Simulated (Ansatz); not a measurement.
# GeH3NO: the cost of one run

Method: UKS CAM-B3LYP-D4/def2-SVP, in Ansatz 0.2.0.

## 1. The system as given

Bond lengths: N1–Ge2 1.800 Å, Ge2–O3 1.765 Å, N1–H4 1.042 Å, N1–H5 1.075 Å, O3–H6 1.008 Å. Angles: N1–Ge2–O3 108.6°, Ge2–N1–H4 106.3°, Ge2–N1–H5 108.9°, H4–N1–H5 101.0°, Ge2–O3–H6 106.2°.

Structure file:

```xyz
6

N    -1.0513   -0.0944   -0.3643
Ge    0.6090   -0.7886   -0.4145
O     1.3936   -0.4827    1.1368
H    -1.4382   -0.1899   -1.3272
H    -0.9789    0.9745   -0.2783
H     1.5078    0.5171    1.2011
```

## 2. End point A

input.yaml

```yaml
crystal:
  periodic: [false, false, false]
  atoms:
    - { symbol: "N", position_ang: [-1.0513, -0.0944, -0.3643] }
    - { symbol: Ge, position_ang: [0.609, -0.7886, -0.4145] }
    - { symbol: O, position_ang: [1.3936, -0.4827, 1.1368] }
    - { symbol: H, position_ang: [-1.4382, -0.1899, -1.3272] }
    - { symbol: H, position_ang: [-0.9789, 0.9745, -0.2783] }
    - { symbol: H, position_ang: [1.5078, 0.5171, 1.2011] }
magnetization:
  spin_polarized: true
basis:
  gaussian: { orbitals: def2-SVP }
hamiltonian:
  xc: cam_b3lyp
  dispersion: d4
relax:
  f_tol: 0.02
  max_steps: 50
```

Launch:

```bash
$ ansatz run input.yaml --threads 2 --pin off --max-ram 3072MiB --backend cpu --events-out ev --progress --plain --runs-dir out
```

**Question.** How long does this run take on 2 threads of Arm Neoverse V2, shared host, and how much memory does it need?

About 21 s, with a peak of 0.22 GiB.
